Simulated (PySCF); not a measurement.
**r2SCAN/STO-6G run of BCl2F (SMILES FB(Cl)Cl)**

What is the vertical singlet–triplet gap of BCl2F at r2SCAN/STO-6G? Input form: a Python script.

The calculation is run with PySCF 2.14.0.

4 further runs of the same task are left out: 4 set aside as unsound or not needed.

### 1 The structure to begin with

BCl2F: 4 atoms, total charge 0, spin state singlet. As SMILES, `FB(Cl)Cl`. The coordinates come from a GFN2-xTB relaxation.

Bond lengths: B1–Cl2 1.712 Å, B1–Cl3 1.712 Å, B1–F4 1.323 Å. Angles: Cl2–B1–Cl3 123.6°, Cl2–B1–F4 118.2°, Cl3–B1–F4 118.2°.

### 2 The energy at r2SCAN/STO-6G

Input file input.py:

```python
from pyscf import gto, dft

mol = gto.Mole()
mol.atom = '''
B       -0.037880      -0.063210      -0.000480
Cl       1.671570      -0.146640       0.013750
Cl      -0.914230       1.407130      -0.016990
F       -0.719460      -1.197280       0.003720
'''
mol.basis = 'sto-6g'
mol.max_memory = 1860
mol.verbose = 3
mol.build()

ks = dft.RKS(mol)
ks.xc = 'r2scan'
ks.grids.level = 5
ks.conv_tol = 1e-10
ks.kernel()
if not ks.converged:
    ks = ks.newton().run(ks.mo_coeff, ks.mo_occ)

e_final = ks.e_tot
print('E = %.10f Eh' % e_final)
```

On the command line:

```
OMP_NUM_THREADS=1 python input.py
```

What it wrote:

```text
converged SCF energy = -1041.45997795655
E = -1041.4599779566 Eh
```

Run time: 6.9 s. Hardware: 1 thread of Intel Xeon Platinum 8488C (Sapphire Rapids), shared host; peak memory 0.24 GiB.

### 3 The triplet, same level

Input file calc.py:

```python
from pyscf import gto, dft

mol = gto.Mole()
mol.atom = 'B -0.037880 -0.063210 -0.000480; Cl 1.671570 -0.146640 0.013750; Cl -0.914230 1.407130 -0.016990; F -0.719460 -1.197280 0.003720'
mol.basis = 'sto-6g'
mol.verbose = 3
mol.max_memory = 1860
mol.spin = 2
mol.charge = 0
mol.build()

myscf = dft.UKS(mol, xc='r2scan')
myscf.grids.level = 5
myscf.conv_tol = 1e-10
myscf.kernel()
if not myscf.converged:
    myscf = myscf.newton().run(myscf.mo_coeff, myscf.mo_occ)

e_tot = myscf.e_tot
print('Final energy', e_tot)
```

On the command line:

```
OMP_NUM_THREADS=1 python calc.py
```

What it wrote:

```text
WARN: HOMO -0.0327805114022244 >= LUMO -0.399296343370671

WARN: HOMO 0.0859473091338349 >= LUMO -0.0558432507166606

WARN: HOMO 0.0202041683683792 >= LUMO -0.199169277967994

WARN: HOMO 0.00355313011676817 >= LUMO -0.230002056044171

WARN: HOMO 0.0212181817814224 >= LUMO -0.230134954894003

WARN: HOMO 0.0218514014039152 >= LUMO -0.2301937637814

WARN: HOMO 0.0102036479844033 >= LUMO -0.241585831887544

WARN: HOMO 0.0105832835836918 >= LUMO -0.242096652966547

WARN: HOMO 0.0112583166665436 >= LUMO -0.241998138279275

WARN: HOMO 0.0130840822798655 >= LUMO -0.241965429389115

WARN: HOMO 0.0135354486219554 >= LUMO -0.241921389089612

WARN: HOMO 0.0136644632279617 >= LUMO -0.241858951660328

WARN: HOMO 0.0137150932612309 >= LUMO -0.241813900192442

WARN: HOMO 0.0137242212406516 >= LUMO -0.241800633608296

WARN: HOMO 0.0137188773727656 >= LUMO -0.241804210228666

WARN: HOMO 0.0137196728332081 >= LUMO -0.241803922463863

WARN: HOMO 0.0137196706699628 >= LUMO -0.241803881569055

WARN: HOMO 0.0137196522721194 >= LUMO -0.241803915159513

converged SCF energy = -1041.20563636697  <S^2> = 2.0032266  2S+1 = 3.0021503
Final energy -1041.2056363669708
```

Wall time 16 s (1 thread of Intel Xeon Platinum 8488C (Sapphire Rapids), shared host); peak memory 0.25 GiB.

### 4 Outcome

At r2SCAN/STO-6G:

| quantity | value |
| --- | --- |
| singlet: total energy | -1041.45998 Eh |
| singlet: dipole moment | 1.19 D |
| singlet: HOMO energy | -6.60 eV |
| singlet: LUMO energy | 0.60 eV |
| singlet: HOMO–LUMO gap | 7.21 eV |
| triplet: total energy | -1041.20564 Eh |
| triplet: dipole moment | 0.93 D |
| triplet: HOMO energy (highest over α and β) | 0.37 eV |
| triplet: ⟨S²⟩ | 2.003 |
| vertical energy of the triplet above the singlet | 6.921 eV |

What this shows: At this shape the triplet lies 6.92 eV (668 kJ/mol) above the singlet. In a minimal basis such a difference can be off by several eV, whatever the method. Mulliken charges (singlet) run from -0.15 on Cl3 to +0.38 on B1.
